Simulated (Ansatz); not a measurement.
# FGe₂H₅O: up Jacob's ladder to CCSD(T)

Aim: compute FGe₂H₅O with functionals from several rungs and with coupled cluster. The yardstick is the atomisation energy at the CCSD(T) limit.

The runs use Ansatz 0.2.0, Gaussian basis; functionals in def2-TZVPP, the program's frozen cores in correlated methods.

The runs, in order: LDA (SPW92), PBE-D4, revPBE-D4, BLYP-D4, r2SCAN-D4, B97M-V, PBE0-D4, B3LYP-D4, r2SCANh-D4, r2SCAN0-D4, HSE06-D4, BHLYP-D4, CAM-B3LYP-D4, LC-ωPBE, ωB97X-V, ωB97M-V, B2PLYP, PBE-QIDH; CCSD(T)/def2-SVP; CCSD(T)/def2-TZVPP; MP2/def2-QZVPP; extrapolation to the limit; RPA on PBE.

### 1 The geometry

All runs share one geometry, relaxed beforehand with PBE0-D4 in a triple-zeta def2 set.

SMILES `[OH][GeH]([F])[GeH3]`, 9 atoms, charge 0, spin multiplicity 1.

Atoms are counted from 1 here; the program's logs count them from 0.

Bond lengths: O1–Ge2 1.769 Å, O1–H5 0.961 Å, Ge2–F3 1.748 Å, Ge2–Ge4 2.419 Å, Ge2–H6 1.543 Å, Ge4–H7 1.534 Å, Ge4–H8 1.534 Å, Ge4–H9 1.532 Å. Angles: Ge2–O1–H5 113.4°, O1–Ge2–F3 106.6°, O1–Ge2–Ge4 106.7°, O1–Ge2–H6 110.5°, F3–Ge2–Ge4 108.4°, F3–Ge2–H6 103.8°, Ge4–Ge2–H6 120.0°, Ge2–Ge4–H7 108.9°, Ge2–Ge4–H8 109.1°, Ge2–Ge4–H9 108.9°, H7–Ge4–H8 109.5°, H7–Ge4–H9 110.2°, H8–Ge4–H9 110.2°.

Coordinates:

```mol
FGe2H5O
  3D, bonds by distance, orders not assigned

  9  8  0  0  0  0  0  0  0  0999 V2000
   -0.7773    0.4821    1.7942 O   0  0
   -0.7934    0.4080    0.0268 Ge  0  0
   -0.6764    2.0557   -0.5440 F   0  0
    1.2081   -0.7762   -0.6391 Ge  0  0
   -1.5527    0.9115    2.1646 H   0  0
   -2.1724   -0.0611   -0.4821 H   0  0
    1.3141   -0.7506   -2.1693 H   0  0
    1.1153   -2.2296   -0.1560 H   0  0
    2.4234   -0.0862   -0.0123 H   0  0
  1  2  8  0
  2  3  8  0
  2  4  8  0
  1  5  8  0
  2  6  8  0
  4  7  8  0
  4  8  8  0
  4  9  8  0
M  END
```

### 2 LDA

This LDA is Slater exchange with PW92 correlation.

Input file in.yaml:

```yaml
crystal:
  periodic: [false, false, false]
  atoms:
    - {symbol: O, position_ang: [-0.777333, 0.482109, 1.794197]}
    - {symbol: Ge, position_ang: [-0.793445, 0.408025, 0.026757]}
    - {symbol: F, position_ang: [-0.676393, 2.055748, -0.543950]}
    - {symbol: Ge, position_ang: [1.208065, -0.776242, -0.639139]}
    - {symbol: H, position_ang: [-1.552658, 0.911497, 2.164555]}
    - {symbol: H, position_ang: [-2.172426, -0.061110, -0.482080]}
    - {symbol: H, position_ang: [1.314105, -0.750636, -2.169286]}
    - {symbol: H, position_ang: [1.115347, -2.229568, -0.155953]}
    - {symbol: H, position_ang: [2.423439, -0.086222, -0.012300]}
basis:
  gaussian: {orbitals: def2-TZVPP}
hamiltonian: {xc: lda}
output: {orbitals: {seedname: orbitals}}
```

The runs that follow: PBE-D4 (GGA); revPBE-D4 (GGA); BLYP-D4 (GGA); r2SCAN-D4 (meta-GGA); B97M-V (meta-GGA); PBE0-D4 (hybrid); B3LYP-D4 (hybrid); r2SCANh-D4 (hybrid); r2SCAN0-D4 (hybrid); HSE06-D4 (hybrid); BHLYP-D4 (hybrid); CAM-B3LYP-D4 (range-separated); LC-ωPBE-D4 (range-separated); ωB97X-V (range-separated); ωB97M-V (range-separated); B2PLYP (double hybrid); PBE-QIDH (double hybrid); CCSD(T) in def2-SVP; CCSD(T) in def2-TZVPP; MP2 in def2-QZVPP; RPA on PBE orbitals.

**Question.** What will the summary of the whole plan be? Wanted: atomisation energy, CCSD(T)/CBS; farthest beyond LDA; mean size of error, GGA; mean size of error, meta-GGA; mean size of error, hybrid; mean size of error, range-separated; mean size of error, double hybrid; gap, smallest and largest; T1 diagnostic.

The runs gave:

| quantity | value |
| --- | --- |
| atomisation energy, CCSD(T)/CBS | 28.560 eV |
| functionals within 0.286 eV (1.0 %) | PBE-D4, r2SCAN-D4, B97M-V, CAM-B3LYP-D4, ωB97X-V |
| farthest beyond LDA | BHLYP-D4 (-1.355 eV) |
| mean size of error, GGA | 0.598 eV |
| mean size of error, meta-GGA | 0.106 eV |
| mean size of error, hybrid | 0.778 eV |
| mean size of error, range-separated | 0.319 eV |
| mean size of error, double hybrid | 0.655 eV |
| gap, smallest and largest | 6.18 eV (LDA (SPW92)), 13.11 eV (LC-ωPBE) |
| T1 diagnostic | 0.0123 |
| triples share of the correlation energy | 3.2 % |

The LDA atomisation energy is off by 3.992 eV (14 %): it overbinds. PBE-D4 misses by -0.218 eV. Double hybrids carry the basis error of their MP2 part in triple zeta, and no dispersion term here, so their miss is partly the set-up's. By mean error the best rung here is meta-GGA (0.106 eV) and the worst beyond LDA is hybrid (0.778 eV). The mean of the hybrids holds BHLYP, with half exact exchange. The reference freezes the cores and leaves out relativity and excitations past (T), and its outer-core shells are covered unevenly, so misses under about 0.286 eV can't be ranked. Hartree-Fock recovers 70 % of the binding; the rest is correlation. CCSD(T) in def2-SVP is off by -2.259 eV, more than most functionals: a good method in a small basis is no reference. The gap grows from 6.2 to 13.1 eV across the functionals, mostly with the share of exact exchange. Correlated methods include outer-core shells of Ge, which these sets cover unevenly.
